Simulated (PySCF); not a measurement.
# M06-2X/cc-pVDZ run of GeSiH6O (SMILES [OH][GeH2][SiH3])

What is the energy change on altering one bond length of GeSiH6O at M06-2X/cc-pVDZ? 

The calculation is run with PySCF 2.14.0.

2 further runs of the same task are left out: 2 set aside as unsound or not needed.

## Step 1: Starting point

GeSiH6O: 9 atoms, total charge 0, spin state singlet. As SMILES, `[OH][GeH2][SiH3]`. The shape is that of a PBE0-D4/def2-TZVP optimisation. This is one conformer, not always the lowest.

Bond lengths: O1–Ge2 1.791 Å, Ge2–Si3 2.389 Å, O1–H4 0.960 Å, Ge2–H5 1.546 Å, Ge2–H6 1.536 Å, Si3–H7 1.488 Å, Si3–H8 1.488 Å, Si3–H9 1.486 Å. Some angles: O1–Ge2–Si3 109.9°, O1–Ge2–H5 109.2°, O1–Ge2–H6 103.6°, Si3–Ge2–H5 111.3°, Si3–Ge2–H6 113.0°, Ge2–O1–H4 112.4°, Ge2–Si3–H7 110.2°, Ge2–Si3–H8 109.3°, Ge2–Si3–H9 110.4°, H5–Ge2–H6 109.6°.

## Step 2: The energy at M06-2X/cc-pVDZ

calc.py

```python
from pyscf import gto, dft

molecule = gto.Mole()
molecule.atom = '''
O     -3.147150     1.895773    -1.615338
Ge     0.163083     1.699998    -0.936359
Si     0.993618    -1.909946     1.644818
H     -3.729186     0.506258    -2.624830
H      1.651054     1.572441    -3.447616
H      0.733403     4.207853     0.407992
H      3.752996    -2.140682     2.132367
H      0.113573    -4.225806     0.314261
H     -0.364339    -1.693384     4.092769
'''
molecule.verbose = 3
molecule.max_memory = 1860
molecule.basis = 'cc-pvdz'
molecule.unit = 'bohr'
molecule.charge = 0
molecule.build()

mf = dft.RKS(molecule, xc='m06-2x')
mf.conv_tol = 1e-10
mf.grids.level = 5
mf.kernel()
if not mf.converged:
    mf = mf.newton().run(mf.mo_coeff, mf.mo_occ)

e_tot = mf.e_tot
print('E = %.10f Eh' % e_tot)
```

Run with:

```bash
$ OMP_NUM_THREADS=1 python calc.py
```

What it wrote:

```text
converged SCF energy = -2445.24194456853
E = -2445.2419445685 Eh
```

Wall time 33 s (1 thread of Intel Xeon at 2.70GHz, shared host); peak memory 0.47 GiB.

## Step 3: The distorted shape at the same level

input.py

```python
from pyscf import gto, dft

mol = gto.Mole()
mol.atom = '''
O     -1.295799     1.885562    -0.213759
Ge     0.455901     1.781962     0.145541
Si     0.895401    -0.128338     1.511441
H     -1.973400     0.267900    -1.389000
H      1.243301     1.714462    -1.183359
H      0.757701     3.109062     0.856941
H      2.355601    -0.250438     1.769441
H      0.429701    -1.353838     0.807341
H      0.176801    -0.013738     2.806841
'''
mol.verbose = 3
mol.max_memory = 1860
mol.basis = 'cc-pvdz'
mol.build()

mf = dft.RKS(mol)
mf.xc = 'm06-2x'
mf.grids.level = 5
mf.conv_tol = 1e-10
mf.kernel()
if not mf.converged:
    mf = mf.newton().run(mf.mo_coeff, mf.mo_occ)

energy = mf.e_tot
print(f'total energy: {energy:.8f} hartree')
```

Run with:

```bash
$ OMP_NUM_THREADS=1 python input.py
```

What it wrote:

```text
converged SCF energy = -2445.03041079348
total energy: -2445.03041079 hartree
```

Run time: 43 s. Hardware: 1 thread of Intel Xeon at 2.70GHz, shared host; peak memory 0.47 GiB.

## Step 4: Results

At M06-2X/cc-pVDZ:

```
                                                         quantity           value
                                        first shape: total energy  -2445.24194 Eh
                                       first shape: dipole moment          1.47 D
                                         first shape: HOMO energy        -8.82 eV
                                         first shape: LUMO energy         0.69 eV
                                       first shape: HOMO–LUMO gap         9.51 eV
                                    distorted shape: total energy  -2445.03041 Eh
                                   distorted shape: dipole moment          1.60 D
                                     distorted shape: HOMO energy        -8.68 eV
                                     distorted shape: LUMO energy        -3.91 eV
                                   distorted shape: HOMO–LUMO gap         4.77 eV
energy change with the O1–H4 bond stretched from 0.960 to 2.111 Å        5.756 eV
```

**Reading.** With the O1–H4 bond stretched from 0.960 to 2.111 Å the energy rises by 5.76 eV (133 kcal/mol). The first shape isn't relaxed at this level, so the change isn't measured from a minimum. A restricted reference can't describe the breaking bond well at this length. Mulliken charges (distorted shape) run from -0.47 on O1 to +0.51 on Ge2; they depend strongly on the basis.
